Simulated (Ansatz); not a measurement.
# Ge4F: the cost of one run

Method: DFT PBE+D3(BJ), scalar-relativistic, plane waves, PAW, in Ansatz 0.2.0.

4 further runs of the same task are left out: 4 set aside as unsound or not needed.

### Step 1. The starting structure

The structure is orthorhombic, space group Pmm2 (No. 25). The conventional cell has a = 4.030 Å, b = 4.030 Å, c = 21.742 Å, α = 90.00°, β = 90.00°, γ = 90.00°. Ge (site symmetry mm2) is surrounded by 2 Ge at 2.47 Å. Ge (site symmetry mm2) has 4 Ge at 2.47 to 2.51 Å as nearest neighbours. Around Ge (site symmetry mm2) lie 2 Ge at 2.47 Å and 2 F at 3.45 Å. Around F (site symmetry mm2) lie 2 Ge at 3.45 Å.

Coordinates:

```xyz
5
Lattice="4.0304 0.0000 0.0000 0.0000 4.0304 0.0000 0.0000 0.0000 21.7417" Properties=species:S:1:pos:R:3 pbc="T T T"
Ge    0.0000    2.0152    4.0000
Ge    0.0000    0.0000    5.4249
Ge    2.0152    0.0000    6.9179
Ge    2.0152    2.0152    8.3417
F     4.0304    2.0152   11.1417
```

This is the geometry of the first run shown, built on a cell relaxed beforehand with the same method.

### Step 2. The scan

Atoms count from 1 in the order of the input.

F is moved over the surface cell at a fixed height above a rigid substrate; the origin of the map has the adsorbate above Ge4; the height is held at 2.80 Å.

The axes are (1) position of F5 along the first surface vector, from above Ge4: 8 values from 0.000 to 0.875, periodic; (2) position of F5 along the second surface vector, from above Ge4: 8 values from 0.000 to 0.875, periodic.

Nothing else is relaxed. Points are written as (first, second).

The two vectors of the plane (Å): (4.030, 0.000, 0.000); (0.000, 4.030, 0.000).

### Step 3. Grid point (4/8, 0/8) of the map's two axes

The cell repeats along c, and a dipole correction in the vacuum removes the field between the copies.

input.yaml

```yaml
crystal:
  lattice:
    - [4.0303587917, 0.0, 0.0]
    - [0.0, 4.0303587917, 0.0]
    - [0.0, 0.0, 21.7416627734]
  atoms:
    - { symbol: Ge, position: [0.0, 0.5, 0.1839785688] }
    - { symbol: Ge, position: [0.0, 0.0, 0.2495184969] }
    - { symbol: Ge, position: [0.5, 0.0, 0.3181867399] }
    - { symbol: Ge, position: [0.5, 0.5, 0.3836717946] }
    - { symbol: F, position: [1.0, 0.5, 0.5124567927] }
basis:
  ecutwfc: 420
kpoints:
  mp_grid: { grid: [7, 7, 1] }
hamiltonian:
  xc: pbe
  pseudopotentials: { kind: paw, azcp: { folder: soft_1 } }
  dispersion: d3bj
scf:
  occupations: { method: gaussian, width: 0.1 }
output:
  forces: true
  eigenvalues: true
efield:
  axis: 3
  dipole_correction: true
  ramp_width: 0.04
```

On the command line:

```sh
$ ansatz run input.yaml --threads 1 --pin off --max-ram 3072MiB --backend cpu --events-out ev --progress --plain --runs-dir out
```

Q: Estimate wall time and peak memory on 1 thread of Intel Xeon Platinum 8559C (Emerald Rapids), shared host.

About 12 s, with a peak of 0.56 GiB.
